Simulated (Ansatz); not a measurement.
**C2H8FNOSi: a ladder of functionals and wavefunction methods**

An exercise on one series of results from a longer session: the logs are not shown, and one member is left open.

Method: functionals in def2-TZVPP, the program's frozen cores in correlated methods; program: Ansatz 0.2.0, Gaussian basis.

Plan: PBE-D4, r2SCAN-D4, PBE0-D4, B3LYP-D4, ωB97X-V, ωB97M-V, B2PLYP; CCSD(T)/def2-TZVPP; MP2/def2-QZVPP; extrapolation to the limit.

## The relaxed structure

The geometry comes from an earlier relaxation with PBE0-D4 in a triple-zeta def2 set; it is a stationary point, not always the lowest conformer.

SMILES `CN[SiH](F)OC`, 14 atoms, charge 0, spin multiplicity 1.

Atoms are counted from 1 here; the program's logs count them from 0.

Bond lengths: C1–N2 1.447 Å, C1–H7 1.093 Å, C1–H8 1.095 Å, C1–H9 1.096 Å, N2–Si3 1.696 Å, N2–H10 1.007 Å, Si3–F4 1.598 Å, Si3–O5 1.625 Å, Si3–H11 1.475 Å, O5–C6 1.412 Å, C6–H12 1.093 Å, C6–H13 1.091 Å, C6–H14 1.095 Å. Angles: N2–C1–H7 109.6°, N2–C1–H8 111.6°, N2–C1–H9 112.9°, H7–C1–H8 107.1°, H7–C1–H9 107.3°, H8–C1–H9 108.1°, C1–N2–Si3 125.3°, C1–N2–H10 114.8°, Si3–N2–H10 118.7°, N2–Si3–F4 104.3°, N2–Si3–O5 111.4°, N2–Si3–H11 117.4°, F4–Si3–O5 112.5°, F4–Si3–H11 107.5°, O5–Si3–H11 104.0°, Si3–O5–C6 125.4°, O5–C6–H12 110.4°, O5–C6–H13 108.4° and more.

The first run:

File in.yaml:

```yaml
crystal:
  periodic: [false, false, false]
  atoms:
    - {symbol: C, position_ang: [0.622741, -0.785557, -1.642108]}
    - {symbol: N, position_ang: [0.187788, 0.505459, -1.155580]}
    - {symbol: Si, position_ang: [0.558983, 1.155905, 0.365560]}
    - {symbol: F, position_ang: [-0.283819, 2.511970, 0.431289]}
    - {symbol: O, position_ang: [0.171934, 0.126176, 1.561284]}
    - {symbol: C, position_ang: [-1.067667, -0.534325, 1.702443]}
    - {symbol: H, position_ang: [0.985344, -1.389537, -0.807063]}
    - {symbol: H, position_ang: [-0.200459, -1.339109, -2.105129]}
    - {symbol: H, position_ang: [1.437636, -0.713754, -2.371504]}
    - {symbol: H, position_ang: [-0.197467, 1.113286, -1.859609]}
    - {symbol: H, position_ang: [1.968767, 1.497034, 0.631744]}
    - {symbol: H, position_ang: [-1.756854, 0.073055, 2.295482]}
    - {symbol: H, position_ang: [-0.898141, -1.479229, 2.221788]}
    - {symbol: H, position_ang: [-1.528787, -0.741355, 0.731403]}
basis:
  gaussian: {orbitals: def2-TZVPP}
hamiltonian: {xc: pbe, dispersion: d4}
output: {forces: true, orbitals: {seedname: orbitals}}
```

Run with:

```
> ansatz run in.yaml --threads 2 --pin off --events-out ev --progress --plain --max-ram 22528MiB --backend cuda --devices 0, --max-vram 18GiB
```

Steps of the session up to this table: PBE-D4 (GGA); r2SCAN-D4 (meta-GGA); PBE0-D4 (hybrid); B3LYP-D4 (hybrid); ωB97X-V (range-separated); ωB97M-V (range-separated); B2PLYP (double hybrid); CCSD(T) in def2-TZVPP; MP2 in def2-QZVPP.

One of the session's tables, all rows but one given; the rest of the session is left out.

| method | atomisation energy (eV) |
| --- | --- |
| PBE-D4 | 56.886 |
| r2SCAN-D4 | 56.034 |
| PBE0-D4 | 55.890 |
| B3LYP-D4 | ? |
| ωB97X-V | 56.277 |
| ωB97M-V | 56.282 |
| B2PLYP | 55.556 |
| HF/def2-TZVPP | 40.842 |
| MP2/def2-TZVPP | 55.599 |
| CCSD/def2-TZVPP | 53.928 |
| CCSD(T)/def2-TZVPP | 54.663 |
| MP2/CBS | 57.152 |
| CCSD(T)/CBS | 56.217 |

Q: Estimate the row for B3LYP-D4 from the others.

The run gave: atomisation energy (eV): 56.115. In the column «atomisation energy (eV)» it lies between r2SCAN-D4 (56.034) and CCSD(T)/CBS (56.217).
